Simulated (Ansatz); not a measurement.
# AlGe+ (singlet): wave-function methods side by side at distance Ge1–Al2 = 8.420 Å, cc-pVDZ

One table from this session's results is given with a row withheld; the runs are named, their logs left out.

Computed with Ansatz 0.2.0, Gaussian basis. Level: cc-pVDZ, core rule «outside noble gas», up to 19 orbitals frozen.

Plan: UHF; CCSD(T) on RHF; CCSD(T) on UHF; BCCD(T) on RHF; CISD; CCSDT(Q) on RHF; CCSDT(Q) on UHF; CCSDTQ on RHF; CASSCF and MRCISD+Q, 2 electrons in 2 orbitals; CASSCF and NEVPT2, 2 electrons in 2 orbitals; CASSCF and MRCISD+Q, 6 electrons in 8 orbitals; CASSCF and NEVPT2, 6 electrons in 8 orbitals; Full CI.

17 further runs of the same task are left out: 15 that didn't finish, 2 set aside as unsound or not needed.

**The system**

The geometry derives from a PBE0/def2-TZVP stationary point (not a proven minimum). One bond is set to the value named and the two fragments are kept rigid. No spin-orbit coupling is included. The filled d shell of Ge may be among the frozen orbitals whatever the setting's name suggests; the logs give the count.

2 atoms, charge 1, spin multiplicity 1.

Atoms are counted from 1 here; the program's logs count them from 0.

No contacts short enough for the rule that draws bonds.

The first run:

File in.yaml:

```yaml
crystal:
  periodic: [false, false, false]
  atoms:
    - {symbol: Ge, position_ang: [0.000000, 0.000000, 0.000000]}
    - {symbol: Al, position_ang: [0.000000, 0.000000, 8.420000]}
basis:
  gaussian: {orbitals: cc-pVDZ}
total_charge: 1
magnetization: {spin_polarized: true, initial_magnetization: 0}
hamiltonian: {xc: hf}
output: {orbitals: {seedname: orbitals}}
```

Launch:

```bash
$ ansatz run in.yaml --threads 1 --pin off --events-out ev --progress --plain --max-ram 2393MiB
```

Among the steps run: UHF; CCSD(T) on RHF; CCSD(T) on UHF; BCCD(T) on RHF; CISD; CCSDT(Q) on RHF; CCSDT(Q) on UHF; CCSDTQ on RHF; CASSCF and MRCISD+Q, 2 electrons in 2 orbitals; CASSCF and NEVPT2, 2 electrons in 2 orbitals; CASSCF and MRCISD+Q, 6 electrons in 8 orbitals; CASSCF and NEVPT2, 6 electrons in 8 orbitals; Full CI.

One of the session's tables, all rows but one given; the rest of the session is left out.

| method | from FCI (meV) |
| --- | --- |
| RHF | +3262.8 |
| RMP2 | +1234.7 |
| CISD | +463.3 |
| RCCSD | +127.5 |
| RCCSD(T) | ? |
| BCCD(T) | +64.9 |
| RCCSDT | +52.6 |
| RCCSDT(Q) | +22.1 |
| RCCSDTQ | 0.0 |
| FCI | 0 |

Estimate the missing values for RCCSD(T).

**Answer.** from FCI (meV): +63.7. In the column «from FCI (meV)» it lies between RCCSDT (+52.6) and BCCD(T) (+64.9).

Left out of the table: CASSCF pair, NEVPT2 pair, MRCISD pair, MRCISD+Q pair, CASSCF valence, NEVPT2 valence, MRCISD valence, MRCISD+Q valence (the active space lost an orbital or holds another state than full CI finds).

Caveats from the session: Left out of the table: UHF, UMP2, UCCSD, UCCSD(T), UCCSDT, UCCSDT(Q) (another determinant or state than the rows shown).
